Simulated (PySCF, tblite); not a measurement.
# C2H11BO2Si: geometry, infrared bands and NMR shifts

What infrared bands and NMR shifts should C2H11BO2Si (`CO[BH2-][O+](C)[SiH3]`) show?

Computed with tblite 0.8.0 and PySCF 2.14.0, with density-fitted response routines of our own, on a single molecule in the gas phase. Atoms are numbered from 0 throughout.

## Step 1: The molecule as given

17 atoms, charge 0, multiplicity 1; geometry from: force field or distance geometry start.

Bonds of the start (Å): C0–O1 1.39, O1–B2 1.44, B2–O3 1.43, O3–C4 1.36, O3–Si5 1.66, C0–H6 1.11, C0–H7 1.09, C0–H8 1.11, B2–H9 1.20, B2–H10 1.19, C4–H11 1.12, C4–H12 1.11, C4–H13 1.11, Si5–H14 1.46, Si5–H15 1.50, Si5–H16 1.47.

## Step 2: Geometry optimisation with GFN2-xTB

Job settings and geometry (Å):

```
{"job": {"kind": "relax", "xc": "GFN2-xTB", "basis": "xTB"}, "charge": 0, "multiplicity": 1}
C      2.745300     0.004500     0.057800
O      1.430600    -0.047500     0.502600
B      0.442300    -0.209100    -0.529600
O     -0.857600    -0.128400     0.071900
C     -1.691500    -1.200300    -0.017700
Si    -1.490900     1.352900     0.468400
H      3.305000    -0.768300     0.623800
H      2.852800    -0.169100    -1.016500
H      3.182200     0.974100     0.381300
H      0.494800     0.625400    -1.384000
H      0.514000    -1.252500    -1.104300
H     -2.269600    -1.285000     0.934400
H     -1.142900    -2.164500    -0.099500
H     -2.442600    -1.124500    -0.826100
H     -1.613200     2.239200    -0.690900
H     -0.643200     1.944400     1.549300
H     -2.822700     1.220700     1.069200
```

Run with:

```sh
$ OMP_NUM_THREADS=1 python probes_run.py task.json out
```

The driver reads the jobs from task.json and runs them one after another.

**Question.** This job is followed by: GFN2-xTB harmonic vibrations, gas phase; GIAO PBE0/pcSseg-1 NMR shielding, non-relativistic, gas phase. What will the session give for the following? strongest single infrared mode (GFN2-xTB); zero-point energy (GFN2-xTB); 13C shifts against TMS (PBE0/pcSseg-1); 1H shifts against TMS (PBE0/pcSseg-1, means over atoms taken as alike); 17O shifts against H2O (PBE0/pcSseg-1); 11B shifts against BF3·OEt2 (PBE0/pcSseg-1); 29Si shifts against TMS (PBE0/pcSseg-1).

**Answer**, as computed:

| quantity | value |
| --- | --- |
| strongest single infrared mode (GFN2-xTB) | 2010 cm⁻¹, 447 km/mol |
| zero-point energy (GFN2-xTB) | 81.9 kcal/mol |
| 13C shifts against TMS (PBE0/pcSseg-1) | 51.9, 51.6 ppm |
| 1H shifts against TMS (PBE0/pcSseg-1, means over atoms taken as alike) | 4.71, 3.76, 3.59, 3.05 ppm |
| 17O shifts against H2O (PBE0/pcSseg-1) | 47.2, 15.1 ppm |
| 11B shifts against BF3·OEt2 (PBE0/pcSseg-1) | 0.0 ppm |
| 29Si shifts against TMS (PBE0/pcSseg-1) | -78.7 ppm |

In words: Over 139 steps the energy fell by 1.328 eV; of the close pairs, O1–Si5 changed most, 3.240 to 1.972 Å. All 45 modes are real, so the xTB geometry is a minimum. The strongest single mode, at 2010 cm⁻¹, moves mainly H16. GFN2-xTB is a fitted tight-binding method: band positions and strengths are rough. Its intensities can rank the bands wrongly. At PBE0/pcSseg-1: The largest span, 208 ppm, is at Si5, where the paramagnetic term is -450 ppm.
